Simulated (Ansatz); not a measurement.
Consider a test of the smearing width of Ti, space group Im-3m (Ansatz 0.2.0 through its Python package).

The script reads `ti.xyz`:
```text
1
Lattice="-1.641 1.641 1.641 1.641 -1.641 1.641 1.641 1.641 -1.641" Properties=species:S:1:pos:R:3 pbc="T T T"
Ti    0.00000000    0.00000000    0.00000000
```

`ti.py`:
```python
'''Smearing width test for Ti.'''

import warnings

import ansatz as az
import matplotlib.pyplot as plt

XC = 'PBEsol'


def main() -> None:
    warnings.simplefilter('ignore', az.DeckWarning)

    structure = az.Crystal.from_extxyz('ti.xyz')

    job = (
        structure.calculation()
        .kpoints(13, center='gamma')
        .functional(XC)
        .stress()
    )

    rows = []
    for value in [0.25, 0.15, 0.1, 0.05, 0.025]:
        r = job.occupations('cold', width=value).run(threads=1).report
        rows.append((value, r['free_energy_ev'] / len(r['lattice']['sites']), r['n_iterations'], sum(r['stress_gpa'][i][i] for i in range(3)) / 3, r['n_kpoints']))

    print('  width (eV)   F/atom (eV)    iterations       P (GPa)      k-points')
    for row in rows:
        print(f'{str(row[0]):>12s}  {row[1]:12.5f}  {row[2]:12d}  {row[3]:12.3f}  {row[4]:12d}')

    # the last row is the reference
    for row in rows[:-1]:
        shift = 1000 * (row[1] - rows[-1][1])
        print(f'{row[0]}: {shift:+.2f} meV/atom' + ('  (within 2 meV)' if abs(shift) < 2 else ''))
    plt.figure(figsize=(4.5, 3))
    plt.plot([str(row[0]) for row in rows], [1000 * (row[1] - rows[-1][1]) for row in rows], 'o-')
    plt.xlabel('width (eV)')
    plt.ylabel('F - F(last) (meV/atom)')
    plt.tight_layout()
    plt.savefig('smear.png', dpi=100)


if __name__ == '__main__':
    main()
```

How much does the free energy per atom change between the narrowest and the widest smearing, and why?

Going from 0.025 to 0.25 eV changes F by +1.7 meV an atom. This scheme is built to cancel the term in the square of the width, so the shifts stay small and are partly the mesh's error. The pressure moves from -6.79 to -6.85 GPa.

The output:

```console
$ python ti.py
  width (eV)   F/atom (eV)    iterations       P (GPa)      k-points
        0.25   -2473.76577             5        -6.849            84
        0.15   -2473.76640             5        -6.832            84
         0.1   -2473.76681             5        -6.861            84
        0.05   -2473.76761             5        -6.875            84
       0.025   -2473.76748             5        -6.792            84
0.25: +1.71 meV/atom  (within 2 meV)
0.15: +1.08 meV/atom  (within 2 meV)
0.1: +0.67 meV/atom  (within 2 meV)
0.05: -0.14 meV/atom  (within 2 meV)
```

Spin is left out of this run. For a metal this k-point mesh is coarse: on a finer one energies can move by several to tens of meV an atom and pressures by half a GPa or more, differences at one mesh by less. The narrowest width needs the finest mesh, so the last row is no converged reference. Pressure is positive in compression. At these settings the cell as given stands under about -7 GPa, so it isn't at this functional's equilibrium volume. This isn't the structure that Ti takes at ambient conditions. Run time: 5.1 s on 1 thread of Intel(R) Xeon(R) Processor @ 2.30GHz (shared host), peak memory 0.5 GiB.
